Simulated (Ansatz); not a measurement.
# CH5ClGe: the cost of one run

Method: RKS PBE0-D4/def2-SVP, in Ansatz 0.2.0.

**1. The starting structure**

Bond lengths: Ge1–C2 2.160 Å, C2–H3 1.110 Å, C2–H4 1.110 Å, C2–H5 1.110 Å, Ge1–H6 1.750 Å, Ge1–Cl7 2.218 Å, Ge1–H8 1.549 Å. Angles: Ge1–C2–H3 76.0°, Ge1–C2–H4 132.1°, Ge1–C2–H5 113.2°, H3–C2–H4 109.4°, H3–C2–H5 109.4°, H4–C2–H5 109.4°, C2–Ge1–H6 44.4°, C2–Ge1–Cl7 122.9°, C2–Ge1–H8 122.9°, H6–Ge1–Cl7 121.6°, H6–Ge1–H8 121.6°, Cl7–Ge1–H8 109.5°.

As a file:

```xyz
8

Ge    0.0000    0.0000    0.0000
C     1.2381    0.0000    1.7699
H     0.2385   -0.3092    2.1404
H     2.0057   -0.7111    2.1404
H     1.4701    1.0203    2.1404
H     1.7201    0.0000    0.3225
Cl   -1.0456    1.8115   -0.7393
H    -0.7300   -1.2648   -0.5162
```

**2. Pulling towards end A**

Springs on the bonds that form and break draw the guess towards this end; the thresholds are loose.

input.yaml

```yaml
crystal:
  periodic: [false, false, false]
  atoms:
    - { symbol: Ge, position_ang: [0.0, 0.0, 0.0] }
    - { symbol: C, position_ang: [1.2381, 0.0, 1.7699] }
    - { symbol: H, position_ang: [0.2385, -0.3092, 2.1404] }
    - { symbol: H, position_ang: [2.0057, -0.7111, 2.1404] }
    - { symbol: H, position_ang: [1.4701, 1.0203, 2.1404] }
    - { symbol: H, position_ang: [1.7201, 0.0, 0.3225] }
    - { symbol: Cl, position_ang: [-1.0456, 1.8115, -0.7393] }
    - { symbol: H, position_ang: [-0.73, -1.2648, -0.5162] }
basis:
  gaussian: { orbitals: def2-SVP }
hamiltonian:
  xc: pbe0
  dispersion: d4
relax:
  f_tol: 0.15
  max_steps: 25
  restrain:
    - { distance: [1, 5], at: 2.31, k: 30.0 }
    - { distance: [0, 1], at: 1.96, k: 30.0 }
    - { distance: [0, 5], at: 1.55, k: 30.0 }
```

Command:

```sh
$ ansatz run input.yaml --threads 2 --pin off --max-ram 3072MiB --backend cpu --events-out ev --progress --plain --runs-dir out
```

What time and memory should one allow on 2 threads of Arm Neoverse V2, shared host?

About 15 s, with a peak of 0.19 GiB.
